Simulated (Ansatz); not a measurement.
**GeSbTe3: single point with PBE**

The system is GeSbTe3.

```
Te Sb Ge
1.0
     2.10348    1.21444    9.87146
    -2.10348    1.21444    9.87146
     0.00000   -2.42889    9.87146
Te Sb Ge
3 1 1
Direct
  0.22503 0.20926 0.20697
  0.79513 0.78005 0.80089
  0.99767 0.99787 0.99711
  0.40045 0.39725 0.40130
  0.60142 0.60729 0.58521
```

The cell comes from a database or a generator and needn't be the stable form of this composition.

The cell isn't the ideal one: atoms moved at random, drawn with an rms of 0.05 Å.

```json
{
  "Program": "Ansatz 0.2.0",
  "Task": "single point",
  "Functional": "PBE",
  "Potentials or basis": "Ansatz PAW",
  "Cutoff": "420 eV (not typed: the program's choice for these potentials)",
  "k mesh": "7 × 7 × 7",
  "Occupations": "fermi-dirac, width 0.05 eV",
  "Spin": "no spin polarisation"
}
```

The pressure is 0.3 GPa, the largest force is 0.556 eV/Å and the band gap on the k mesh is none (metal or under the smearing width).

Forces in eV/Å, atoms in the order of the input:
```
Te  -0.127  0.009  0.014
Te  -0.063  0.096  0.271
Te   0.069 -0.020  0.140
Sb   0.020 -0.034 -0.555
Ge   0.101 -0.050  0.129
```

Stress tensor (GPa, compression positive):
```
 0.18 -0.02  0.06
-0.02  0.36  0.14
 0.06  0.14  0.45
```

Levels at points of the mesh, in eV from the Fermi level:
| k point | band 37 | band 38 | band 39 | band 40 | band 41 | band 42 |
| --- | --- | --- | --- | --- | --- | --- |
| (0.00, 0.00, 0.00) | -0.52 | -0.50 | 0.80 | 1.12 | 1.16 | 1.19 |

Run time: 41 s on 2 threads of AMD EPYC 7B13 (Zen 3) (shared host), peak memory 1.1 GiB.

The run has no spin-orbit coupling, so splittings on Sb, Te are missing.
